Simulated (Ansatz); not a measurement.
# ClH₆HfN₃: up Jacob's ladder to CCSD(T)

One table from this session's results is given with a row withheld; the runs are named, their logs left out.

Method: functionals in def2-TZVPP, the program's frozen cores in correlated methods; program: Ansatz 0.2.0, Gaussian basis.

Levels to be run: LDA (SPW92), PBE-D4, revPBE-D4, BLYP-D4, r2SCAN-D4, B97M-V, PBE0-D4, B3LYP-D4, r2SCANh-D4, r2SCAN0-D4, HSE06-D4, BHLYP-D4, CAM-B3LYP-D4, LC-ωPBE, ωB97X-V, ωB97M-V, B2PLYP, PBE-QIDH; CCSD(T)/def2-SVP; CCSD(T)/def2-TZVPP; MP2/def2-QZVPP; extrapolation to the limit; RPA on PBE.

### The geometry

All runs share one geometry, relaxed beforehand with PBE0-D4 in a triple-zeta def2 set. Hf takes the def2 core potential; no spin-orbit term is included.

11 atoms, charge 0, spin multiplicity 1.

Atoms are counted from 1 here; the program's logs count them from 0.

Bond lengths: N1–Hf2 2.027 Å, N1–H6 1.011 Å, N1–H7 1.010 Å, Hf2–N3 2.027 Å, Hf2–N4 2.027 Å, Hf2–Cl5 2.388 Å, N3–H8 1.011 Å, N3–H9 1.010 Å, N4–H10 1.011 Å, N4–H11 1.010 Å. Angles: Hf2–N1–H6 124.9°, Hf2–N1–H7 126.0°, H6–N1–H7 108.9°, N1–Hf2–N3 106.9°, N1–Hf2–N4 106.9°, N1–Hf2–Cl5 112.0°, N3–Hf2–N4 106.9°, N3–Hf2–Cl5 112.0°, N4–Hf2–Cl5 112.0°, Hf2–N3–H8 124.9°, Hf2–N3–H9 126.0°, H8–N3–H9 108.9°, Hf2–N4–H10 124.9°, Hf2–N4–H11 126.0°, H10–N4–H11 108.9°.

Set-up of the first run:

File in.yaml:

```yaml
crystal:
  periodic: [false, false, false]
  atoms:
    - {symbol: N, position_ang: [-1.835732, 0.222117, -0.422701]}
    - {symbol: Hf, position_ang: [0.136256, 0.485499, -0.032866]}
    - {symbol: N, position_ang: [0.476545, -0.272782, 1.816156]}
    - {symbol: N, position_ang: [1.155486, -0.678116, -1.343170]}
    - {symbol: Cl, position_ang: [0.778477, 2.779952, -0.189115]}
    - {symbol: H, position_ang: [-2.580786, 0.795442, -0.049760]}
    - {symbol: H, position_ang: [-2.228818, -0.439495, -1.076246]}
    - {symbol: H, position_ang: [1.324096, -0.136367, 2.350891]}
    - {symbol: H, position_ang: [-0.190397, -0.775095, 2.383861]}
    - {symbol: H, position_ang: [1.315014, -0.451145, -2.315765]}
    - {symbol: H, position_ang: [1.649878, -1.530020, -1.121285]}
basis:
  gaussian: {orbitals: def2-TZVPP}
hamiltonian: {xc: lda}
output: {orbitals: {seedname: orbitals}}
```

On the command line:

```
$ ansatz run in.yaml --threads 4 --pin off --events-out ev --progress --plain --max-ram 11315MiB
```

Among the steps run: LDA; PBE-D4 (GGA); revPBE-D4 (GGA); BLYP-D4 (GGA); r2SCAN-D4 (meta-GGA); B97M-V (meta-GGA); PBE0-D4 (hybrid); B3LYP-D4 (hybrid); r2SCANh-D4 (hybrid); r2SCAN0-D4 (hybrid); HSE06-D4 (hybrid); BHLYP-D4 (hybrid); CAM-B3LYP-D4 (range-separated); LC-ωPBE (range-separated); ωB97X-V (range-separated); ωB97M-V (range-separated); B2PLYP (double hybrid); PBE-QIDH (double hybrid).

One table of the session follows, with a row left open; its other results are not shown here.

It belongs to the step «Orbital energies across the functionals». 

```
  functional  HOMO (eV)  gap (eV)
 LDA (SPW92)      -6.14      5.03
      PBE-D4      -5.94      5.09
   revPBE-D4      -5.86      5.11
     BLYP-D4      -5.81      5.06
   r2SCAN-D4      -6.23      5.63
      B97M-V      -6.28      5.60
     PBE0-D4      -7.33      7.28
    B3LYP-D4          ?         ?
  r2SCANh-D4      -6.75      6.48
  r2SCAN0-D4      -7.54      7.74
    HSE06-D4      -6.92      6.52
    BHLYP-D4      -8.62      9.08
CAM-B3LYP-D4      -8.77      9.39
     LC-ωPBE     -10.21     12.00
     ωB97X-V      -9.82     11.38
     ωB97M-V      -9.72     10.83
```

**Question.** Estimate the row for B3LYP-D4.

Worked estimate for «HOMO (eV)». Against the share of exact exchange, BLYP-D4 (0, -5.81), BHLYP-D4 (0.5, -8.62) give a slope of -5.62 per unit share; at 0.2 the line stands at -6.93.

**Answer.** HOMO (eV): -7.08; gap (eV): 6.74. In «HOMO (eV)» the line misses by +0.15.
